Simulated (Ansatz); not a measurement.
**AsH3O: an energy map over two coordinates**

Aim: map the energy of AsH3O, SMILES O[AsH2] over two coordinates, and find its wells, ridges and stiffness.

Method: RKS B3LYP-D4/def2-TZVP; program: Ansatz 0.2.0.

## 1. The system as given

SMILES `O[AsH2]`, 5 atoms, charge 0, spin multiplicity 1.

Atoms are counted from 1 here; the program's logs count them from 0.

Bond lengths: O1–As2 1.831 Å, O1–H3 0.976 Å, As2–H4 1.548 Å, As2–H5 1.549 Å. Angles: As2–O1–H3 104.8°, O1–As2–H4 96.3°, O1–As2–H5 96.6°, H4–As2–H5 90.0°.

As a file:

```xyz
5
AsH3O
O     0.33491   -0.69411    0.84577
As    0.01783    0.18013   -0.73154
H     0.95159   -1.41349    0.61216
H    -1.51344    0.31247   -0.54652
H     0.20910    1.61498   -0.17987
```

This geometry comes from a loose relaxation at PBE in a small basis, which is not shown.

## 3. The grid

- umbrella angle at As2 (between each of its bonds and their common axis; 90 is planar): 15 values from 45.8 to 134.2 °
- change of the bonds As2–O1, As2–H4, As2–H5, all alike: 15 values from −0.179 to 0.277 Å

Nothing else is relaxed (all other coordinates rigid). Energies count from the relaxed molecule at the same level. Points are written as (first, second).

(The set-up runs are not shown.)

## 4. Grid point (121.6°, −0.049 Å)

File input.yaml:

```yaml
crystal:
  periodic: [false, false, false]
  atoms:
    - { symbol: O, position_ang: [0.343242, -0.669555, 0.767679] }
    - { symbol: As, position_ang: [0.010464, 0.194673, -0.739943] }
    - { symbol: H, position_ang: [0.940177, -1.398139, 0.567755] }
    - { symbol: H, position_ang: [-1.457558, 0.289372, -0.559481] }
    - { symbol: H, position_ang: [0.217053, 1.559868, -0.201172] }
basis:
  gaussian: { orbitals: def2-TZVP }
hamiltonian:
  xc: { name: B3LYP }
  dispersion: d4
output:
  forces: true
```

Launch:

```sh
$ ansatz run input.yaml --threads 1 --pin off --max-ram 2560MiB --backend cpu --events-out ev --progress --plain --runs-dir out
```

Further runs follow: the other points that were computed.

Before running it: what results should come out? Wanted: lowest point; highest computed point; largest force on an atom; dipole moment.

**Answer**, as computed:

```
                       quantity                                                                              value
                   lowest point                                                    (58.4°, 0.016 Å), 0.17 kcal/mol
         highest computed point                                    (90.0°, 0.277 Å), 104 kcal/mol above the lowest
largest force on an atom (eV/Å)      0.4 at (121.6°, 0.016 Å) to 9.3 at (45.8°, −0.179 Å); 0.5 at the lowest point
              dipole moment (D)  0.37 at (109.0°, −0.179 Å) to 2.51 at (77.4°, −0.179 Å); 1.78 at the lowest point
        time for the whole task                                                    15 min on 1 thread, shared host
```

What this shows: The lowest computed point is at (58.4°, 0.016 Å), 0.17 kcal/mol from the relaxed molecule at the same level; the map holds 2 wells of about this depth. The grid is coarse, so the lowest point of the scanned range may lie between grid points; coordinates that were held can hide deeper minima. The grid shows no well of another kind. The highest computed point, (90.0°, 0.277 Å), lies 104 kcal/mol above the lowest. On the interpolated surface the easiest way out of the lowest well to the well at (121.6°, −0.016 Å) passes a barrier of about 55 kcal/mol. Round the minimum the two coordinates are nearly uncoupled. Between some neighbouring points the energy changes steeply, from close contacts of the rigid frames or a change of state; the map doesn't tell which.
